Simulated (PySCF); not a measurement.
**PtSH2: relaxation and vibrations of the singlet**

The task is one start of a wider search on PtSH2: the singlet, from a T-shaped (ligand arrangement 2) start. It is relaxed, tested by its Hessian and followed downhill if it is a saddle.

Method: PBE0, basis Pt def2-TZVP with ECP60, S def2-TZVP, H def2-TZVP, scalar-relativistic core potentials, no spin–orbit coupling, density fitting; program: PySCF 2.14.0.

### Step 1. The starting structure

4 atoms, charge 0, spin multiplicity 1.

Bond lengths: Pt1–S2 2.060 Å, Pt1–H3 1.550 Å, Pt1–H4 1.550 Å. Angles: S2–Pt1–H3 88.0°, S2–Pt1–H4 88.0°, H3–Pt1–H4 176.0°.

Coordinates in bohr (charge 0 multiplicity 1):
```
Pt    0.0000    0.0000   -0.5445
S     0.0000    0.0000    3.3483
H     2.9274    0.0000   -0.4423
H    -2.9274    0.0000   -0.4423
```

### Step 2. T-shaped (ligand arrangement 2) start, singlet: relaxation

One driver script runs all steps and calls PySCF; scf.py shows how it sets up the SCF of each step. The optimiser is the driver's own. Before each start the driver seeks the lowest SCF state from one or more starting densities and follows internal instabilities, so scf.py alone need not reach the same state.

The program finds C2v symmetry in the start, which this walk keeps.

scf.py

```python
from pyscf import gto, scf, dft
mol = gto.M(atom='''
Pt     0.000000     0.000000    -0.288145
S      0.000000     0.000000     1.771855
H      1.549100    -0.000000    -0.234045
H     -1.549100     0.000000    -0.234045''',
    basis={'Pt': 'def2-TZVP', 'S': 'def2-TZVP', 'H': 'def2-TZVP'},
    ecp={'Pt': 'def2-TZVP'},
    charge=0, spin=0)
mf = dft.RKS(mol, xc='PBE0')
mf.grids.atom_grid = (50, 194)
aux = {'Pt': 'def2-universal-JKFIT', 'S': 'def2-universal-JKFIT', 'H': 'def2-universal-JKFIT'}
mf = mf.density_fit(auxbasis=aux)
mf.kernel()
```

The runs that follow: Hessian and properties; Downhill along the imaginary mode; Vibrations and properties at this point.

Before running it: what results should come out? Wanted: minimum; geometry; wavenumbers; dipole moment; highest occupied, lowest empty level; polar-tensor charge of Pt1; zero-point energy; atomisation energy.

As calculated:

| quantity | value |
| --- | --- |
| minimum | singlet, Cs |
| geometry | Pt–H 1.534 Å (×2), Pt–S 2.092 Å; H–Pt–H 84.3°, H–Pt–S 111.7° (×2) |
| wavenumbers (cm⁻¹) | 391 (a''), 457 (a'), 500 (a'), 690 (a'), 2355 (a''), 2391 (a') |
| dipole moment | 2.55 D |
| highest occupied, lowest empty level | -7.00, -4.01 eV |
| polar-tensor charge of Pt1 | +0.43 e |
| zero-point energy | 40.6 kJ/mol |
| entropy at 298.15 K | 282.5 J/(mol K) |
| atomisation energy (no zero-point energy) | 895 kJ/mol |

The T-shaped (ligand arrangement 2) start (C2v) ends in a minimum of Cs symmetry, after a stop at a saddle point 62.9 kJ/mol higher, from which it was pushed off along an imaginary mode. In the infrared the band at 2391 cm⁻¹ (a', stretch) leads. Other starts or spin states, not run here, may lie lower. Spin–orbit coupling, left out here, can matter for elements this heavy.
